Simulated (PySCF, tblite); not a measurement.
# C7H8N radical: geometry, infrared bands and EPR parameters

Wanted: the infrared bands and EPR parameters of C7H8N radical (`N#C[C@H]1[CH]CC=CC1`), by calculation.

Programs: tblite 0.8.0 and PySCF 2.14.0, with density-fitted response routines of our own. Each step states its level of theory. These are calculated values for one molecule in the gas phase, unless marked as measured. Atoms are numbered from 0 throughout.

**1. The starting structure**

16 atoms, charge 0, multiplicity 2; geometry from: force field or distance geometry start.

Bonds of the start (Å): N0–C1 1.16, C1–C2 1.44, C2–C3 1.51, C3–C4 1.50, C4–C5 1.48, C5–C6 1.33, C6–C7 1.48, C7–C2 1.52, C2–H8 1.11, C3–H9 1.11, C4–H10 1.08, C4–H11 1.11, C5–H12 1.07, C6–H13 1.09, C7–H14 1.12, C7–H15 1.12.

**2. Geometry optimisation with GFN2-xTB**

Job settings and geometry (Å):

```
{"job": {"kind": "relax", "xc": "GFN2-xTB", "basis": "xTB"}, "charge": 0, "multiplicity": 2}
N     -0.305600    -1.411800     2.368000
C     -0.247100    -1.316400     1.209100
C     -0.119100    -1.207600    -0.226000
C     -1.132800    -0.272500    -0.848100
C     -1.170800     1.016700    -0.085800
C      0.188000     1.460100     0.293200
C      1.286900     0.736500     0.102200
C      1.240800    -0.606400    -0.520400
H     -0.194300    -2.201500    -0.706200
H     -2.126100    -0.729700    -1.014600
H     -1.821200     1.009500     0.782500
H     -1.561500     1.777300    -0.799600
H      0.297000     2.419900     0.764900
H      2.266400     1.095800     0.403400
H      1.336100    -0.510300    -1.630800
H      2.055700    -1.250700    -0.103200
```

Launch:

```sh
> OMP_NUM_THREADS=1 python probes_run.py task.json out
```

One launch serves the whole session: the jobs run in the order shown.

The program printed:

```text
step      E/eV     max force
  0    -594.34675    2.540
  1    -594.33843    8.610
  2    -594.57063    1.194
  3    -594.62468    0.867
  4    -594.66728    0.517
  5    -594.69465    0.442
  6    -594.70316    0.369
  7    -594.71399    0.328
  8    -594.72153    0.298
  9    -594.72761    0.205
 10    -594.73197    0.141
 11    -594.73609    0.232
 12    -594.74002    0.217
 13    -594.74284    0.132
 14    -594.74449    0.084
 15    -594.74554    0.080
 16    -594.74654    0.093
 17    -594.74767    0.082
 18    -594.74889    0.080
 19    -594.75014    0.080
 20    -594.75146    0.079
 21    -594.75291    0.099
 22    -594.75446    0.099
 23    -594.75588    0.088
 24    -594.75709    0.077
 25    -594.75829    0.078
 26    -594.75952    0.084
 27    -594.76052    0.071
 28    -594.76114    0.062
 29    -594.76156    0.049
 30    -594.76202    0.064
 31    -594.76256    0.054
 32    -594.76305    0.050
 33    -594.76345    0.048
 34    -594.76384    0.056
 35    -594.76437    0.061
 36    -594.76500    0.068
 37    -594.76561    0.058
 38    -594.76613    0.050
 39    -594.76662    0.051
 40    -594.76712    0.060
 41    -594.76753    0.053
 42    -594.76778    0.042
 43    -594.76794    0.032
 44    -594.76808    0.036
 45    -594.76819    0.046
 46    -594.76827    0.020
 47    -594.76835    0.025
 48    -594.76842    0.020
 49    -594.76847    0.016
 50    -594.76850    0.014
 51    -594.76853    0.015
 52    -594.76857    0.018
 53    -594.76860    0.013
 54    -594.76863    0.011
 55    -594.76865    0.008
```

Run time: 0.91 s. Hardware: 1 thread of Intel Xeon at 2.50GHz, shared host.

Step by step: (not every step is listed) (the energy doesn't fall at every step)

```csv
step,energy from step 0 (eV),largest force (eV/Å)
0,0.0000,2.5402
1,0.0083,8.6103
2,-0.2239,1.1943
3,-0.2779,0.8668
4,-0.3205,0.5168
5,-0.3479,0.4424
6,-0.3564,0.3690
7,-0.3672,0.3279
8,-0.3748,0.2976
12,-0.3933,0.2175
16,-0.3998,0.0935
20,-0.4047,0.0794
24,-0.4103,0.0769
28,-0.4144,0.0616
32,-0.4163,0.0505
36,-0.4182,0.0683
40,-0.4204,0.0597
44,-0.4213,0.0365
48,-0.4217,0.0200
50,-0.4217,0.0140
51,-0.4218,0.0150
52,-0.4218,0.0178
53,-0.4218,0.0135
54,-0.4219,0.0114
55,-0.4219,0.0085
```

Distances of close pairs at the start and the end, largest changes first:

```csv
bond,before (Å),after (Å),change (Å)
C3–H9,1.106,1.076,-0.030
C2–C3,1.513,1.485,-0.028
C7–H15,1.119,1.093,-0.027
C2–C7,1.516,1.540,+0.024
C7–H14,1.119,1.095,-0.024
C3–C4,1.498,1.476,-0.022
N0–C1,1.164,1.145,-0.019
C4–H10,1.085,1.104,+0.019
```

The end geometry stands in the next job.

**3. Vibrational analysis with GFN2-xTB**

Job settings and geometry (Å):

```
{"job": {"kind": "ir", "xc": "GFN2-xTB", "basis": "xTB"}, "charge": 0, "multiplicity": 2}
N     -0.424372    -1.745474     2.293091
C     -0.251497    -1.549784     1.178451
C     -0.103694    -1.245324    -0.234156
C     -1.222328    -0.322288    -0.551359
C     -1.159884     1.083024    -0.102762
C      0.223537     1.540476     0.241261
C      1.306471     0.800459     0.070166
C      1.268105    -0.590801    -0.482403
H     -0.189859    -2.184549    -0.792755
H     -2.157869    -0.720749    -0.904393
H     -1.807111     1.233027     0.778411
H     -1.577880     1.739813    -0.878155
H      0.298366     2.541028     0.642208
H      2.283667     1.187768     0.320365
H      1.452347    -0.559310    -1.561299
H      2.054402    -1.198371    -0.028082
```

The program printed:

```text
mode    cm-1     km/mol
  1      78.8      2.14
  2      84.7      3.74
  3     146.2      3.25
  4     230.9      2.12
  5     354.4      0.93
  6     383.3     13.16
  7     430.7     11.90
  8     484.6     12.44
  9     544.7      4.22
 10     581.1      1.69
 11     691.0     17.05
 12     833.4      0.19
 13     875.5      0.69
 14     892.7      1.38
 15     914.9      0.61
 16     918.6      3.53
 17     951.5      8.52
 18     970.4      0.31
 19    1021.6      0.21
 20    1091.6      5.02
 21    1115.7      0.43
 22    1136.4      0.67
 23    1154.5      4.36
 24    1181.0      0.31
 25    1230.2      3.06
 26    1246.8      1.13
 27    1299.6      2.58
 28    1324.2      4.18
 29    1340.2     12.48
 30    1352.0     14.88
 31    1425.5      9.91
 32    1461.0      2.39
 33    1728.7      7.97
 34    2379.1    261.44
 35    2806.7     18.39
 36    2893.0     38.84
 37    2916.3     25.08
 38    2936.6     35.02
 39    2975.8     33.96
 40    3067.1     16.61
 41    3082.1     70.90
 42    3110.3     38.78
```

It took 1.4 s on 1 thread of Intel Xeon at 2.50GHz, shared host.

Which atoms move in the most intense modes:

```csv
cm⁻¹,km/mol,atoms
2379,261.4,"C1 59 %, N0 40 %"
2807,18.4,H10 85 %
2893,38.8,H11 86 %
2916,25.1,H8 92 %
2937,35.0,H14 85 %
2976,34.0,H15 87 %
3082,70.9,"H12 51 %, H13 41 %"
3110,38.8,H9 93 %
```

**4. EPR parameters: B3LYP/pcH-1**

Same as in step 3 but for these lines:

```diff
@@ -1,2 +1,2 @@
-{"job": {"kind": "ir", "xc": "GFN2-xTB", "basis": "xTB"}, "charge": 0, "multiplicity": 2}
+{"job": {"kind": "epr", "basis": "pcH-1"}, "charge": 0, "multiplicity": 2}
 N     -0.424372    -1.745474     2.293091
```

Level: UKS B3LYP, pcH-1 on C H N, non-relativistic, mean-field spin-orbit, GIAO.

The program printed:

```text
UKS, coarse grid
  cycle   1  E = -326.16579858  |g| = 3.84e-01
  cycle   2  E = -326.00298840  |g| = 7.28e-01
  cycle   3  E = -326.23274974  |g| = 1.49e-01
  cycle   4  E = -326.24217897  |g| = 4.55e-02
  cycle   5  E = -326.24315378  |g| = 9.30e-03
  cycle   6  E = -326.24319213  |g| = 3.99e-03
  cycle   7  E = -326.24319873  |g| = 2.23e-03
  cycle   8  E = -326.24320127  |g| = 7.77e-04
UKS, final grid
  cycle   1  E = -326.24315927  |g| = 1.17e-03
  cycle   2  E = -326.24315773  |g| = 2.11e-03
  cycle   3  E = -326.24315996  |g| = 2.04e-04
  cycle   4  E = -326.24315998  |g| = 7.38e-05
  cycle   5  E = -326.24315998  |g| = 5.47e-05
  cycle   6  E = -326.24315998  |g| = 1.76e-05
E = -326.24315998 Eh   <S^2> = 0.7539 (exact 0.7500)
g shifts (ppm)      1          2          3
  rmc          -151       -151       -151
  gc              3         32         22
  oz_so         -83        517        797
  total        -230        398        669
hyperfine (MHz)  atom isotope    a_iso     a_fc   dipolar eigenvalues
    0   14N       1.53       1.53     -2.52     -1.85      4.38
    1   13C      88.80      88.80     -5.37     -2.88      8.26
    2   13C     -25.18     -25.18     -2.11      0.19      1.92
    3   13C     102.12     102.12    -81.24    -80.64    161.88
    4   13C     -30.29     -30.29     -2.45      0.17      2.28
    5   13C       3.00       3.00     -1.34     -0.46      1.80
    6   13C      -2.02      -2.02     -0.91     -0.35      1.26
    7   13C      24.60      24.60     -2.61     -2.47      5.08
    8    1H      17.78      17.78     -5.36     -4.12      9.48
    9    1H     -60.72     -60.72    -38.23     -0.83     39.06
   10    1H     132.66     132.66     -5.27     -3.05      8.32
   11    1H      70.48      70.48     -5.19     -4.41      9.60
   12    1H      -2.25      -2.25     -1.79     -1.56      3.36
   13    1H       1.48       1.48     -1.16     -1.13      2.28
   14    1H      -1.70      -1.70     -3.99     -2.26      6.25
   15    1H       6.92       6.92     -2.27     -1.44      3.71
```

It took 2.7 min on 1 thread of Intel Xeon at 2.50GHz, shared host; peak memory 1.1 GiB.

Principal g values 2.00209, 2.00272, 2.00299; g(iso) = 2.00260, against 2.00232 for a free electron.

Hyperfine couplings, nucleus by nucleus at this fixed geometry (no averaging over rotations):

```csv
nuclei,isotope,a(iso) (MHz),"a(iso) (G, at g = 2.0023)",largest dipolar term (MHz)
H10,1H,132.7,47.3,8.3
C3,13C,102.1,36.4,161.9
C1,13C,88.8,31.7,8.3
H11,1H,70.5,25.1,9.6
H9,1H,-60.7,-21.7,39.1
C4,13C,-30.3,-10.8,-2.4
C2,13C,-25.2,-9.0,-2.1
C7,13C,24.6,8.8,5.1
H8,1H,17.8,6.3,9.5
H15,1H,6.9,2.5,3.7
C5,13C,3.0,1.1,1.8
H12,1H,-2.2,-0.8,3.4
C6,13C,-2.0,-0.7,1.3
H14,1H,-1.7,-0.6,6.3
```

Mulliken spin populations:

N0 0.04; C1 0.01; C2 -0.07; C3 1.02; C4 -0.08; C5 0.01; C6 0.00; C7 0.02; H8 0.01; H9 -0.04; H10 0.06; H11 0.02; H12 0.00; H13 0.00; H14 0.00; H15 0.00

In first order the couplings over 0.8 MHz of 1H, 14N give 754 distinct lines over 106.0 G.

The fields below are evaluated on a grid from the run's orbitals.

ELF in a plane through or near 5 of the atoms.

Ten even steps from '0' (0.00) to '9' (1.00):
```
0000000000000000000000000000
0000000000000000000000000000
0000000000000000000000000000
0000000000028997100000000000
0000000000049999400000000000
0000015641028998300244100000
0000159998126745424798510000
0000389999668244857999620000
0000148998557657233653000000
0000000024773102798610000000
0000000024554202643432000000
0000000146326657733763100000
0000000134445667656753000000
0000000000001466201221000000
0000000000001365200000000000
0000000000000133100000000000
0000000000000000000000000000
0000000000000000000000000000
0000000000000000000000000000
0000000000000000000000000000
```
The map spans 9.7 Å across and 10.3 Å up, centred on the molecule. Atoms in the plane (x, y in Å): C4 (1.5, -0.5), C5 (1.3, 0.9), C6 (0.1, 1.5), H13 (0.0, 2.6), H15 (-2.0, 1.3).

On the surface of density 0.002 e/bohr³ the electrostatic potential runs, from the 1st to the 99th percentile, from -1.92 V near N0 to 1.19 V near H8.

The spin density lies nearest to C3 65 %; H9 9 %.

**5. Results**

```
                                 quantity                  value
strongest single infrared mode (GFN2-xTB)  2379 cm⁻¹, 261 km/mol
             zero-point energy (GFN2-xTB)          79.5 kcal/mol
                           g(iso) (B3LYP)                2.00260
                                     ⟨S²⟩     0.754 (exact 0.75)
                           largest a(iso)   1H on H10, 132.7 MHz
    surface potential, 1st and 99th percentile     -1.92 V and 1.19 V
```

What this shows: Relaxing lowered the energy by 0.422 eV in 55 steps; the close pair that moved most is C3–H9, from 1.106 to 1.076 Å. No mode is imaginary among the 42: a minimum at this level. The strongest single mode, at 2379 cm⁻¹, moves mainly C1 and N0. GFN2-xTB is a fitted tight-binding method: band positions and strengths are rough. Its intensities can rank the bands wrongly. Most of the unpaired spin sits on C3 (1.02 e). The isotropic g lies 0.3 ppt above the free-electron value.
